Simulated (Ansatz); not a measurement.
# Sn3Te (Pm-3m) in Ansatz: convergence with k mesh

Aim: find how far k mesh must go before the results for Sn3Te settle, at LDA. This setting moves, with any that are tied to it; all else stays.

Everything below comes from runs of Ansatz 0.2.0. Logs are shortened: lines on timing, memory, paths and dates and some standing lists are left out, and cuts for length are marked.

## 1. The structure

Symmetry: Pm-3m, No. 221, cubic system. The conventional cell has a = 4.866 Å, b = 4.866 Å, c = 4.866 Å, α = 90.00°, β = 90.00°, γ = 90.00°. Te (site symmetry m-3m) is surrounded by 12 Sn at 3.44 Å. Sn (site symmetry 4/mmm) is surrounded by 4 Te at 3.44 Å and 8 Sn at 3.44 Å.

The cell comes from a database or a generator and needn't be the stable form of this composition.

## 2. With k mesh 2 × 2 × 2

The input, input.yaml:

```yaml
crystal:
  lattice:
    - [4.865622, 0.0, 0.0]
    - [0.0, 4.865622, 0.0]
    - [0.0, 0.0, 4.865622]
  atoms:
    - { symbol: Te, position: [0.0, 0.0, 0.0] }
    - { symbol: Sn, position: [0.0, 0.5, 0.5] }
    - { symbol: Sn, position: [0.5, 0.0, 0.5] }
    - { symbol: Sn, position: [0.5, 0.5, 0.0] }
hamiltonian:
  xc: lda
  pseudopotentials: { kind: paw }
kpoints:
  mp_grid: { grid: [2, 2, 2] }
scf:
  occupations: { method: methfessel_paxton, width: 0.05 }
output:
  forces: true
  stress: true
  eigenvalues: true
```

Potentials or basis: Ansatz PAW.

Run with:

```bash
> ansatz run input.yaml --threads 2 --pin off --max-ram 5632MiB --backend cpu --events-out ev --progress --plain --runs-dir out
```

Output:

```text
Warning: RAYON_NUM_THREADS=2 ignored (pool sized by the plan → 2); use --threads N
Engine: ansatz 0.2.0, aarch64-unknown-linux-gnu
Pseudopotentials: kind: paw
Pseudopotential: Te, paw, valence charge 16, recommended cutoff 420 eV (normal), Te.paw.azcp
Pseudopotential: Sn, paw, valence charge 14, recommended cutoff 420 eV (normal), Sn.paw.azcp
Functional definition: SPW92
  exchange = slater_x
  correlation = pw_c
Crystal: 4 atoms, lattice volume = 115.190 Å³
Basis set: ecut = 420 eV, 2301 PW (Γ)
Bands: 35, of which v1, the nominal top of the filled ones, is band 29 counted from 1 (28 counted from 0)
Symmetry: 48 space group operations
Space group: Pm-3m (ITA 221), of the structure as read, at distance tolerance 4.9e-5 Å
k-points: 4 of 8
Non-local potential: Te, projectors of the file, l = 0: 2, l = 1: 2, l = 2: 2, l = 3: 2
Non-local potential: Sn, projectors of the file, l = 0: 2, l = 1: 2, l = 2: 2, l = 3: 2
PAW form: soft (Blöchl's): semilocal exchange-correlation on the pseudo side does not see the compensation charge
PAW frozen core: Te, regenerated for the run's functional, and the local potential with it (the file was generated under x = pbe(κ = 0.804, μ = 0.2195149727645171), c = pbe(β = 0.06672455060314922))
PAW frozen core: Sn, regenerated for the run's functional, and the local potential with it (the file was generated under x = pbe(κ = 0.804, μ = 0.2195149727645171), c = pbe(β = 0.06672455060314922))
PAW one-centre angular grid: Te, 590 points (default); XC on 64 Gauss nodes
PAW one-centre angular grid: Sn, 590 points (default); XC on 64 Gauss nodes
Initial density: superposition of atomic densities (neutral atoms: chi_scale 0, normalization atom), corrected by the library's trained network
Initial wavefunctions: pseudopotential atomic-orbital guess
Functional: x = slater, c = lda
SCF iter   1: F=—  HF=-24465.600367 eV  |F-HF|=—  |Δ(HF+E_count)|=         —  Δρ=7.60e-3  dr2=8.45e-2  ethr=1.77e-3  ⟨swp⟩=7.2  Hψ=606  notcnv=0  defer=1
preconditioner: auto → Resta (q_TF=auto, 2.433 Å⁻¹)  ε∞=2.8  [insulator: Δε(μ)=0.216 eV  Ē_g=17.649 eV  σ=0.050 eV  W_gap=1.01  n_scr=26 (ndim 8)  ℏωp=24.0 eV  f_vac=0.000  D(μ)=-0.69/eV (n_scr^D=0)  ε∞_Penn≈2.8]
SCF iter   2: F=—  HF=-24465.577408 eV  |F-HF|=—  |Δ(HF+E_count)|=   2.30e-2  S|Δr|=    0.00e0  Δρ=3.66e-3  dr2=1.87e-2  ethr=1.46e-4  ⟨swp⟩=2.0  Hψ=191  notcnv=0  defer=4
SCF iter   3: F=—  HF=-24465.573080 eV  |F-HF|=—  |Δ(HF+E_count)|=   4.33e-3  S|Δr|=    0.00e0  Δρ=8.47e-4  dr2=1.25e-3  ethr=3.23e-5  ⟨swp⟩=2.5  Hψ=209  notcnv=0  defer=4
SCF iter   4: F=—  HF=-24465.572912 eV  |F-HF|=—  |Δ(HF+E_count)|=   1.69e-4  S|Δr|=    0.00e0  Δρ=1.94e-4  dr2=7.74e-5  ethr=2.15e-6  ⟨swp⟩=2.2  Hψ=209  notcnv=0  defer=4
SCF iter   5: F=—  HF=-24465.572885 eV  |F-HF|=—  |Δ(HF+E_count)|=   2.62e-5  S|Δr|=    0.00e0  Δρ=5.24e-5  dr2=3.25e-6  ethr=1.33e-7  ⟨swp⟩=2.0  Hψ=240  notcnv=0  defer=4
SCF iter   6: F=-24465.572885 eV  HF=-24465.572885 eV  |F-HF|=2.65e-8  |Δ(HF+E_count)|=   5.27e-7  S|Δr|=    0.00e0  Δρ=5.92e-6  dr2=5.41e-8  ethr=1.72e-10  ⟨swp⟩=9.0  Hψ=765  notcnv=0
SCF 1 converged in 6 iterations: F = -24465.572885 eV  dr2 = 5.41e-8
SCF converged after 6 iterations
Stability not checked: this state was not tested for a lower state beside it, because cold or Methfessel-Paxton smearing, or corrected tetrahedra, fill the levels in a way that the test cannot read (fill_not_monotonic; see scf.lower_state_search)
Free energy (F): -24465.572885 eV
Harris-Foulkes:  -24465.572885 eV  (|F-HF|=2.65e-8)
Internal energy: -24465.575964 eV  (E = F + TS)
E sigma→0 (E₀):  -24465.573654 eV
Entropy (-TS):   0.003079 eV (0.770 meV/atom)
Fermi energy:    9.888239 eV
Step filling:    the computed levels leave a gap of 0.1808 eV = 3.6 smearing widths at the electron count; against every level under it full and every level over it empty, smearing changes F+E_penalty+E_count by +0.437 meV and its σ→0 estimate by -0.333 meV
--- Per-component energies (eV) ---
  E_band       = -521.142136
  E_kinetic    = 739.248218
  E_local      = -3670.395401  (includes V_loc(G=0)·N_el)
  E_nonlocal   = -390.841963
  E_hartree    = 2317.898934
  E_xc         = -1261.736137
  E_vxc        = -400.987296  (∫ρ·V_xc dr)
  E_paw        = -16486.035751  (= ΣΔE_a)
  E_vpaw       = -1433.971736  (= ΣTr[D̂ρ^β])
  E_aug_tail   = -0.000179  (compensation charges beyond the density's cutoff)
  E_ewald      = -5715.667041
  E_core_change = 1.953356  (= ΣΔE_core)
  E_smearing   = 0.003079  (= −TS)
  E_closure    = 0.000000  (closes the sum)
  Σ components = -24465.572885   (vs F -24465.572885, Δ=0.00e0)
--- Forces (eV/Å), atoms counted from 1 ---
  atom   1  Te     0.00000000    -0.00000000    -0.00000000
  atom   2  Sn    -0.00000000    -0.00000000    -0.00000000
  atom   3  Sn     0.00000000     0.00000000     0.00000000
  atom   4  Sn     0.00000000     0.00000000    -0.00000000
  max |Σ_I F_I| component: 5.39e-23 eV/Å
--- Stress (GPa, compression-positive) ---
       -4.917951      -0.000000      -0.000000
       -0.000000      -4.917951       0.000000
       -0.000000       0.000000      -4.917951
  P = ⅓ Tr σ = -4.9180 GPa (-49.180 kbar)
--- Band table (eV) ---
  k-point 0: bands = ["-26.9086", "-26.9086", "-26.9086", "-26.9027", "-26.9027", "-11.5735", "-11.5735", "-11.5735", "-11.5430", "-11.5072", "-11.5072", "-11.4670", "-11.4670", "-11.4670", "-11.4266", "-11.4266", "-11.4030", "-11.3848", "-11.3848", "-11.3848", "-2.2443", "1.9321", "4.8408", "4.8408", "5.9460", "5.9460", "5.9460", "10.4511", "10.4511", "10.4511", "11.9527", "11.9527", "11.9527", "14.5995", "15.0195"]
  k-point 1: bands = ["-26.9086", "-26.9086", "-26.9086", "-26.9026", "-26.9024", "-11.5671", "-11.5077", "-11.4993", "-11.4954", "-11.4954", "-11.4780", "-11.4780", "-11.4734", "-11.4722", "-11.4624", "-11.4580", "-11.4580", "-11.4357", "-11.4259", "-11.3847", "-1.6287", "0.7239", "3.3806", "5.1461", "7.1067", "7.1067", "8.2963", "8.2963", "8.6283", "9.8043", "11.7849", "12.0724", "12.4255", "12.4255", "13.5990"]
  k-point 2: bands = ["-26.9087", "-26.9086", "-26.9086", "-26.9025", "-26.9023", "-11.5241", "-11.5241", "-11.5008", "-11.4983", "-11.4779", "-11.4779", "-11.4778", "-11.4671", "-11.4635", "-11.4620", "-11.4620", "-11.4549", "-11.4521", "-11.4240", "-11.4240", "-1.2374", "2.2245", "2.2245", "2.3300", "7.9562", "8.1658", "8.1658", "8.1809", "9.1870", "9.9851", "9.9851", "10.0620", "13.4814", "13.4814", "14.8878"]
  k-point 3: bands = ["-26.9087", "-26.9087", "-26.9087", "-26.9023", "-26.9023", "-11.5272", "-11.5236", "-11.5236", "-11.5236", "-11.5224", "-11.5224", "-11.5224", "-11.4525", "-11.4525", "-11.4397", "-11.4397", "-11.4397", "-11.3994", "-11.3994", "-11.3994", "-0.9817", "3.1185", "3.1185", "3.1185", "5.0093", "5.0093", "5.0093", "5.6279", "12.9118", "12.9118", "12.9118", "15.2814", "15.2814", "15.3331", "15.3331"]
```

It took 0.61 s on 2 threads of Arm Neoverse V2, shared host; peak memory 0.32 GiB.

What came out:

| Property | Result |
| --- | --- |
| Free energy | -24465.5729 eV |
| Pressure | -4.9 GPa |
| Band gap on the k mesh | none (metal or under the smearing width) |

## 3. With k mesh 3 × 3 × 3

input.yaml: that of step 2 with these lines changed.

```diff
@@ -14,3 +14,3 @@
 kpoints:
-  mp_grid: { grid: [2, 2, 2] }
+  mp_grid: { grid: [3, 3, 3] }
 scf:
```

Potentials or basis: Ansatz PAW.

Run with:

```bash
> ansatz run input.yaml --threads 2 --pin off --max-ram 5632MiB --backend cpu --events-out ev --progress --plain --runs-dir out
```

Wall time 0.67 s (2 threads of Arm Neoverse V2, shared host); peak memory 0.33 GiB.

Results:

```yaml
Free_energy: -24465.3591 eV
Pressure: -4.5 GPa
Band_gap_on_the_k_mesh: none (metal or under the smearing width)
```

## 4. With k mesh 4 × 4 × 4

input.yaml: that of step 3 with these lines changed.

```diff
@@ -14,3 +14,3 @@
 kpoints:
-  mp_grid: { grid: [3, 3, 3] }
+  mp_grid: { grid: [4, 4, 4] }
 scf:
```

Run with:

```bash
> ansatz run input.yaml --threads 2 --pin off --max-ram 5632MiB --backend cpu --events-out ev --progress --plain --runs-dir out
```

Run time: 1.1 s. Hardware: 2 threads of Arm Neoverse V2, shared host; peak memory 0.36 GiB.

What came out:

| Property | Result |
| --- | --- |
| Free energy | -24465.3989 eV |
| Pressure | -3.9 GPa |
| Band gap on the k mesh | none (metal or under the smearing width) |

## 5. With k mesh 5 × 5 × 5

input.yaml: that of step 4 with these lines changed.

```diff
@@ -14,3 +14,3 @@
 kpoints:
-  mp_grid: { grid: [4, 4, 4] }
+  mp_grid: { grid: [5, 5, 5] }
 scf:
```

Run with:

```bash
> ansatz run input.yaml --threads 2 --pin off --max-ram 5632MiB --backend cpu --events-out ev --progress --plain --runs-dir out
```

Wall time 1.1 s (2 threads of Arm Neoverse V2, shared host); peak memory 0.36 GiB.

Results (log left out):

```yaml
Free_energy: -24465.2989 eV
Pressure: -2.9 GPa
Band_gap_on_the_k_mesh: none (metal or under the smearing width)
```

## 6. With k mesh 6 × 6 × 6

input.yaml: that of step 5 with these lines changed.

```diff
@@ -14,3 +14,3 @@
 kpoints:
-  mp_grid: { grid: [5, 5, 5] }
+  mp_grid: { grid: [6, 6, 6] }
 scf:
```

Potentials or basis: Ansatz PAW.

Run with:

```bash
> ansatz run input.yaml --threads 2 --pin off --max-ram 5632MiB --backend cpu --events-out ev --progress --plain --runs-dir out
```

Wall time 2.2 s (2 threads of Arm Neoverse V2, shared host); peak memory 0.38 GiB.

The run converged. Its results:

```yaml
Free_energy: -24465.4315 eV
Pressure: -3.5 GPa
Band_gap_on_the_k_mesh: none (metal or under the smearing width)
```

## 7. With k mesh 8 × 8 × 8

input.yaml: that of step 6 with these lines changed.

```diff
@@ -14,3 +14,3 @@
 kpoints:
-  mp_grid: { grid: [6, 6, 6] }
+  mp_grid: { grid: [8, 8, 8] }
 scf:
```

Run with:

```bash
> ansatz run input.yaml --threads 2 --pin off --max-ram 5632MiB --backend cpu --events-out ev --progress --plain --runs-dir out
```

Wall time 3.4 s (2 threads of Arm Neoverse V2, shared host); peak memory 0.42 GiB.

The run converged. Its results:

```
Free energy            : -24465.4049 eV
Pressure               : -3.7 GPa
Band gap on the k mesh : none (metal or under the smearing width)
```

## 8. With k mesh 9 × 9 × 9

input.yaml: that of step 7 with these lines changed.

```diff
@@ -14,3 +14,3 @@
 kpoints:
-  mp_grid: { grid: [8, 8, 8] }
+  mp_grid: { grid: [9, 9, 9] }
 scf:
```

Run with:

```bash
> ansatz run input.yaml --threads 2 --pin off --max-ram 5632MiB --backend cpu --events-out ev --progress --plain --runs-dir out
```

Run time: 3.4 s. Hardware: 2 threads of Arm Neoverse V2, shared host; peak memory 0.42 GiB.

Results (log left out):

- Free energy: -24465.4092 eV
- Pressure: -3.4 GPa
- Band gap on the k mesh: none (metal or under the smearing width)

## 9. Summary

| k mesh | energy less the tightest run, at zero smearing (meV/atom) | pressure (GPa) | SCF cycles | CPU time (s) | peak memory (GiB) |
| --- | --- | --- | --- | --- | --- |
| 2 × 2 × 2 | -41.12 | -4.92 | 6 | 1.1 | 0.32 |
| 3 × 3 × 3 | 12.70 | -4.49 | 7 | 1.2 | 0.33 |
| 4 × 4 × 4 | 2.64 | -3.91 | 6 | 2.2 | 0.36 |
| 5 × 5 × 5 | 27.52 | -2.88 | 6 | 2.2 | 0.36 |
| 6 × 6 × 6 | -5.59 | -3.49 | 8 | 4.3 | 0.38 |
| 8 × 8 × 8 | 1.16 | -3.69 | 7 | 6.7 | 0.42 |
| 9 × 9 × 9 | 0.00 | -3.43 | 7 | 6.7 | 0.42 |

Not settled before the last step: the energy (to 1 meV/atom), the pressure (to 0.1 GPa). Meshes of other sizes hit other points, so gaps and Fermi surfaces needn't settle smoothly. The tightest run that finished is the yardstick and may itself not be fully converged.

Caveats: the PAW data sets come from PBE, with cores solved anew for the run's functional, which leaves a small shift of forces and pressure.
